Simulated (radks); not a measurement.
**Br⁺ in [Ar] 3d10 4s1.75 4p4 4f0.25: an all-electron calculation**

What are the levels of the bromine ion Br+, how large are its shells, and how does its energy divide?

Method: scalar-relativistic Kohn-Sham, LDA (Slater exchange, Perdew-Wang correlation), spin-polarised, spherical densities, finite nucleus; open shells are filled with parallel spins first. Code: radks (a radial shooting solver on a logarithmic mesh, Libxc functionals) version 1.

### Step 1. What is computed

| Item | Value |
| --- | --- |
| element | bromine (Z = 35) |
| charge | +1 |
| electrons | 34 |
| configuration | [Ar] 3d10 4s1.75 4p4 4f0.25 |
| nuclear rms radius | 4.1629 fm |

### Step 2. The calculation

The run's settings:

```text
Z 35
configuration [Ar] 3d10 4s1.75 4p4 4f0.25 5s0 4d0 5p0 5f0
relativity scalar-relativistic
functional lda,pw
spin polarised
nucleus finite rms 4.1629 fm
c 137.035999084
```

The run is started by

```
$ python run_ks.py task.json out
```

This one command runs every case of the session in turn.

**Question.** What will this run give?

As calculated:

```
                        quantity                   value
                    total energy     -2602.38709 hartree
exchange-correlation share of it                  3.39 %
                            −T/E                  1.0213
          highest occupied level        4f up, -1.748 eV
    most extended occupied level  4f up, <r> = 11.9 bohr
 radius at density 0.001 e/bohr³               3.75 bohr
    maxima of the radial density                       4
```

4 principal shells are occupied and 4 maxima appear in the radial density. Relativity lifts −T/E to 1.021. This is not the tabulated ground configuration, so its levels and sizes aren't those of the ground state, and no measured value stands beside it.
